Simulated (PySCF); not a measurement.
**A gas-phase reaction: H3InO2 + Cl2 → ClH2InO2 + ClH**

What reaction energy should one expect for `[OH][InH][OH]` + `ClCl` → `[OH][In]([OH])[Cl]` + `Cl`?

Programs: PySCF 2.14.0. All values are calculated, for the isolated system unless a continuum is named. Atoms count from 0, parts from 1.

## 1. Starting point

Each species was relaxed by itself at PBE0-D3(BJ)/def2-SVPD.

## 2. Energies of the species: wB97M-D3(BJ)/def2-TZVPD

The job: settings as JSON, then the geometry in Å.

```
{"job": {"kind": "react", "xc": "wB97M-D3(BJ)", "basis": "def2-TZVPD"}, "charge": 0, "multiplicity": 1}
-1 H3InO2 charge 0 multiplicity 1
O     -1.659460     0.204610     0.860540
In     0.022160    -0.604940     0.141250
O      1.025030     0.870520    -0.785770
H     -1.715400     1.144410     0.656850
H      0.464880    -2.235230     0.312100
H      1.862980     0.620760    -1.184940

-1 Cl2 charge 0 multiplicity 1
Cl     1.014630    -0.009960     0.000700
Cl    -1.014690     0.012340    -0.001280

+1 ClH2InO2 charge 0 multiplicity 1
O      1.139910    -0.660340    -1.491520
In    -0.214590     0.106790    -0.258890
O      0.023720     0.040130     1.719480
Cl    -2.137730     1.108890    -1.145520
H      1.888620    -1.049060    -1.025640
H     -0.699940     0.453600     2.202090

+1 ClH charge 0 multiplicity 1
Cl     0.644650    -0.008640     0.001360
H     -0.643430     0.009780    -0.000260
```

Method: wB97M-D3(BJ)/def2-TZVPD reaction energy of separated species, gas phase.

Command:

```console
OMP_NUM_THREADS=1 python cluster_run.py task.json out
```

The driver reads the jobs from task.json and runs them one after another.

**Question.** The jobs that follow are: PBE0-D3(BJ)/def2-TZVPD reaction energy of separated species, gas phase; MP2/def2-TZVPD reaction energy of separated species, gas phase. Predict: reaction energy (wB97M-D3(BJ)/def2-TZVPD); ΔH, ΔG at 298 K (xTB thermal terms). Thermal terms come from harmonic xTB runs on each species.

As calculated:

| quantity | value |
| --- | --- |
| reaction energy (wB97M-D3(BJ)/def2-TZVPD) | -64.02 kcal/mol |
| ΔH, ΔG at 298 K (xTB thermal terms) | -63.2, -63.1 kcal/mol |
| range of the reaction energy over the runs of this table | -69.49 to -64.02 kcal/mol |

**Reading.** The reaction is exothermic by 63.2 kcal/mol in the gas phase; dispersion gives -0.00, and xTB itself gave -46.06 for the electronic energy (xTB energies and thermal terms come from the earlier relaxation of each species, not shown). No barrier was sought. xTB and this level differ widely in the electronic energy, so what comes from xTB (the thermal terms above all) is less safe here. The reaction energy runs from -69.49 (MP2/def2-TZVPD) to -64.02 kcal/mol (wB97M-D3(BJ)/def2-TZVPD).
